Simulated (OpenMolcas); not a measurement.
# Ti³⁺ among point charges: CASSCF and CASPT2 levels and susceptibility

Aim: the splitting of the states of Ti³⁺ in the field of 2 point charges, its lowest levels with spin-orbit coupling and its magnetic susceptibility.

Program: OpenMolcas 26.06. Level of theory: state-averaged CASSCF and CASPT2, spin-orbit coupling by RASSI with atomic mean-field integrals. These are calculated values, not measurements, unless marked.

### Step 1. The atom as given

```
Species                           : Ti³⁺ (titanium, Z = 22, 19 electrons)
Basis                             : ANO-RCC-VDZP [5s4p2d1f], 34 functions
Scalar Hamiltonian                : DKH2, point nucleus
Inactive shells                   : 1s 2s 2p 3s 3p
Active space                      : 1 electron in 5 orbitals (3d)
Some configurations of this space : 3d
Orbitals                          : optimised for each spin and parity, averaged over all roots
```

Outer shells as boxes (Hund's rule):

3d
```
3d [↑ ][  ][  ][  ][  ]
```

The ion sits among 2 point charges of -2.4 e arranged as a linear pair (D∞h), 2.13 Å from the ion.

Each step is its own input file, run in one work folder so that later steps find the files of earlier ones. Labels, J, g values, rates, χT and fits are worked out afterwards by a script from the matrices that RASSI stores. The input lists half of the charges; inversion (Group=XYZ) makes the rest.

### Step 2. GATEWAY and SEWARD: basis and integrals

The input, a.inp:

```
&GATEWAY
Coord
1

Ti 0.0 0.0 0.0
Basis=ANO-RCC-VDZP
Group=XYZ
NoMove
AngMom=0.0 0.0 0.0
AMFI
XField
1 Angstrom 0
0.000000 0.000000 2.130000 -2.400000
&SEWARD
```

Started as:

```console
$ OMP_NUM_THREADS=1 MOLCAS_MEM=1689 MOLCAS_PROJECT=a pymolcas a.inp > a.log
```

Standard output:

```text
Basis set label: TI.ANO-RCC...5S4P2D1F.

      Electronic valence basis set:
      ------------------
      Associated Effective Charge  22.000000 au
      Associated Actual Charge     22.000000 au
      Nuclear Model: Point charge

      Shell  nPrim  nBasis  Cartesian Spherical Contaminant
         s      21       5        X
         p      15       4        X
         d      10       2                 X
         f       6       1                 X
                  Relativistic Douglas-Kroll-Hess integrals:
                    - DKH order of Hamiltonian: 2
                    - DKH order of Properties : 0
                  Atomic mean-field integrals
```

### Step 3. Reference wave functions, doublets of even parity, 5 roots

The input, a.inp:

```
&RASSCF
FileOrb=start.orb
Symmetry=1
Spin=2
nActEl=1 0 0
Inactive=3 6
Ras2=5 0
CIRoot=5 5 1
SDav=5
CIMx=300
Iter=120 100
PrWF=0.3
OrbListing=Nothing
MaxOrb=0
>>> COPY $Project.JobIph JOB001
```

start.orb holds the contracted functions of the basis, ordered by shell, or the orbitals of the step before.

Standard output (excerpt; [...] marks lines left out):

```text
[...]
      Number of active orbitals                  5
[...]
      Spin quantum number                      0.5
[...]
      Active orbitals                            5   0
[...]
      Number of CSFs                             5
      Number of root(s) required                 5
[...]
      Convergence after  9 iterations
[...]
      Natural orbitals and occupation numbers for root  1
      sym 1:  -0.000000  -0.000000   0.000000  -0.000000   1.000000
      Natural orbitals and occupation numbers for root  2
      sym 1:   1.000000   0.000000   0.000000   0.000000   0.000000
      Natural orbitals and occupation numbers for root  3
      sym 1:   0.000000   1.000000   0.000000   0.000000   0.000000
::    RASSCF root number  1 Total energy:   -854.70107024
::    RASSCF root number  2 Total energy:   -854.70107024
::    RASSCF root number  3 Total energy:   -854.65144234
::    RASSCF root number  4 Total energy:   -854.65144234
::    RASSCF root number  5 Total energy:   -854.63346349
```

### Step 4. RASSI: spin-orbit coupling between the states

The input, a.inp:

```
&RASSI
NrOfJobIphs=1 5
1 2 3 4 5
IphNames
JOB001
EJob
SpinOrbit
DIPRint=1.0
SOCoupling=1000.0
Subsets=2
Property=9
'ANGMOM' 1 'ANGMOM' 2 'ANGMOM' 3 'MLTPL  1' 1 'MLTPL  1' 2 'MLTPL  1' 3
'AMFI' 1 'AMFI' 2 'AMFI' 3
SOProperty=3
'ANGMOM' 1 'ANGMOM' 2 'ANGMOM' 3
```

Standard output (excerpt; [...] marks lines left out):

```text
SPIN-FREE ENERGIES:
  (Shifted by EMIN (a.u.) =       -854.7010702358)
 SF State       Relative EMIN(au)   Rel lowest level(eV)    D:o, cm**(-1)      L_eff
     1             0.0000000000        0.0000000000              0.0000         2.0
     2             0.0000000000        0.0000000000              0.0000         2.0
     3             0.0496278914        1.3504437207          10892.0632         2.0
     4             0.0496278914        1.3504437207          10892.0632         2.0
     5             0.0676067492        1.8396733646          14837.9664         1.9
     Dipole printing threshold changed to   1.00000000E+00
Eigenvalues of complex Hamiltonian:
   -----------------------------------
  (Shifted by EMIN (a.u.) =       -854.7010702358)
 SO State       Relative EMIN(au)   Rel lowest level(eV)    D:o, cm**(-1)     J-value
     1            -0.0006636873        0.0000000000              0.0000         1.1
     2            -0.0006636873        0.0000000000              0.0000         1.1
     3             0.0006546837        0.0358747040            289.3490         1.2
     4             0.0006546837        0.0358747040            289.3490         1.2
     5             0.0492418362        1.3579984763          10952.9964         1.8
     6             0.0492418362        1.3579984763          10952.9964         1.8
     7             0.0499851118        1.3782240373          11116.1265         1.9
     8             0.0499851118        1.3782240373          11116.1265         1.9
     9             0.0676445875        1.8587628494          14991.9334         2.1
    10             0.0676445875        1.8587628494          14991.9334         2.1
Weights of the five most important spin-orbit-free states for each spin-orbit state.
[...]
```

These steps: 1.6 s of run time, 1 thread of Arm Neoverse V1, shared host.

States without spin-orbit coupling:

```
 state  degeneracy  E (cm-1)  free-ion L (%)
2Delta           2         0         D (100)
   2Pi           2     10892         D (100)
2Sigma           1     14838         D (100)
```

With spin-orbit coupling:

| E (cm-1) | Degeneracy | 2S+1 | g |
| --- | --- | --- | --- |
| 0.0 | 2 | 2 | 0.00 0.00 2.00 |
| 289.3 | 2 | 2 | 0.00 0.00 6.00 |
| 10953 | 2 | 2 | 0.00 0.21 0.21 |
| 11116 | 2 | 2 | 0.00 0.00 4.00 |
| 14992 | 2 | 2 | 2.00 2.21 2.21 |

Principal g values are given for doublets only; a zero marks a field direction without first-order Zeeman splitting.

Powder χT (cm³ K/mol): 0.13 at 2 K, 0.13 at 5 K, 0.14 at 10 K, 0.15 at 20 K, 0.19 at 50 K, 0.26 at 100 K, 0.34 at 150 K, 0.42 at 200 K, 0.49 at 250 K, 0.55 at 300 K.

Orbitals of the lowest block (energies include the constant potential of the surroundings):

```
shell     space  energy (hartree)  mean occupation  ⟨r²⟩ (bohr²)
   1s  inactive         -184.4500            2.000       0.00647
   2s  inactive          -21.7305            2.000         0.123
   2p  inactive          -17.8983            6.000         0.102
   3s  inactive           -2.9195            2.000          1.14
   3p  inactive           -1.7968            6.000          1.32
   3d      RAS2                              1.000          2.08
```

### Step 5. CASPT2: IPEA 0.25, imaginary shift 0.1 (closed shells correlated: 3s 3p)

The input, a.inp:

```
>>> COPY JOB001 $Project.JobIph
&CASPT2
Multistate=5 1 2 3 4 5
NoMult
Frozen=2 3
IPEA=0.25
Imaginary=0.1
MaxIter=60
WThr=0.0 0.3 0.05
PrWF=0.5
NoMix
```

Standard output:

```text
Orbital specifications:
      -----------------------

      Symmetry species                           1   2
                                                ag  au
      Frozen orbitals                            2   3
      Inactive orbitals                          1   3
      Active orbitals                            5   0
      Secondary orbitals                         7  13
      Deleted orbitals                           0   0
      Number of basis functions                 15  19
Type of calculation                        SS-CASPT2
      Fock operator                              state-specific
      IPEA shift                                 0.25
      Real shift                                 0.00
      Imaginary shift                            0.10
      The input orbitals will be transformed to quasi-canonical
Reference energy:        -854.7010702358
      E2 (Non-variational):      -0.2085431214
      Shift correction:          -0.0000860902
      E2 (Variational):          -0.2086292115
      Total energy:            -854.9096994473
      Residual norm:              0.0000009764
      Reference weight:           0.96081
      Contributions to the CASPT2 correlation energy
      Active & Virtual Only:         -0.0000000000
      One Inactive Excited:          -0.0398714383
      Two Inactive Excited:          -0.1686716831
Reference energy:        -854.7010702358
      E2 (Non-variational):      -0.2085184521
      Shift correction:          -0.0000860387
      E2 (Variational):          -0.2086044908
      Total energy:            -854.9096747266
      Residual norm:              0.0000009760
      Reference weight:           0.96082
      Contributions to the CASPT2 correlation energy
      Active & Virtual Only:         -0.0000000000
      One Inactive Excited:          -0.0398467691
      Two Inactive Excited:          -0.1686716829
::    CASPT2 Root  1     Total energy:   -854.90969945
::    CASPT2 Root  2     Total energy:   -854.90967473
::    CASPT2 Root  3     Total energy:   -854.85951653
::    CASPT2 Root  4     Total energy:   -854.85951653
::    CASPT2 Root  5     Total energy:   -854.84313941
```

Time for this run: 0.47 s (1 thread of Arm Neoverse V1, shared host).

SS-CASPT2: lowest energy less the reference's lowest, -0.2086 hartree; reference weights 0.960 to 0.961.

States without spin-orbit coupling:

```
 state  degeneracy  E (cm-1)  free-ion L (%)
2Delta           2         0         D (100)
   2Pi           2     11011         D (100)
2Sigma           1     14606         D (100)
```

With spin-orbit coupling:

| E (cm-1) | Degeneracy | 2S+1 | g |
| --- | --- | --- | --- |
| 0 | 2 | 2 | 0.00 0.00 2.00 |
| 290 | 2 | 2 | 0.00 0.00 6.00 |
| 11070 | 2 | 2 | 0.00 0.23 0.23 |
| 11240 | 2 | 2 | 0.00 0.00 4.00 |
| 14760 | 2 | 2 | 2.00 2.23 2.23 |

Powder χT (cm³ K/mol): 0.13 at 2 K, 0.13 at 5 K, 0.14 at 10 K, 0.15 at 20 K, 0.19 at 50 K, 0.26 at 100 K, 0.34 at 150 K, 0.42 at 200 K, 0.49 at 250 K, 0.55 at 300 K.

### Step 6. The methods side by side

A. CASSCF
B. SS-CASPT2, IPEA 0.25, imaginary shift 0.1 (closed shells correlated: 3s 3p)

```
method  ground state  first state of that spin (cm-1)  first gap with spin-orbit (cm-1)  χT at 300 K
     A        2Delta                        2Pi 10890                             289.3         0.55
     B        2Delta                        2Pi 11010                             289.3         0.55
```

### Step 7. Results

| quantity | value |
| --- | --- |
| method | SS-CASPT2, IPEA 0.25, imaginary shift 0.1 (closed shells correlated: 3s 3p) |
| spin-free ground state | 2Delta, 2-fold in its orbital part |
| first state of the same spin within the active space | 2Pi at 11000 cm⁻¹ |
| lowest level | 2-fold, g = 0.00, 0.00, 2.00 |
| next level | 289.3 cm⁻¹ |
| χT at 300 K | 0.55 cm³ K/mol |
| effective moment at 300 K | 2.09 μB |

Cost by method:

```
                                              method  time of its own steps  time with the reference
                                           A. CASSCF                  1.6 s                    1.6 s
B. SS-CASPT2, IPEA 0.25, imaginary shift 0.1, +3s 3p                 0.47 s                      2 s
```

Times are of one thread on a shared host.

**Reading.** The spin-free ground state (2Delta) comes to 100 % from free-ion D terms and keeps the highest spin of the shell. χT at 300 K is 0.55, against 0.38 cm³ K/mol for the spin alone, so orbital moment adds to it. The field of point charges can differ much from that of real complexes. Point charges carry no covalency, so the field is a model and not that of real ligands.
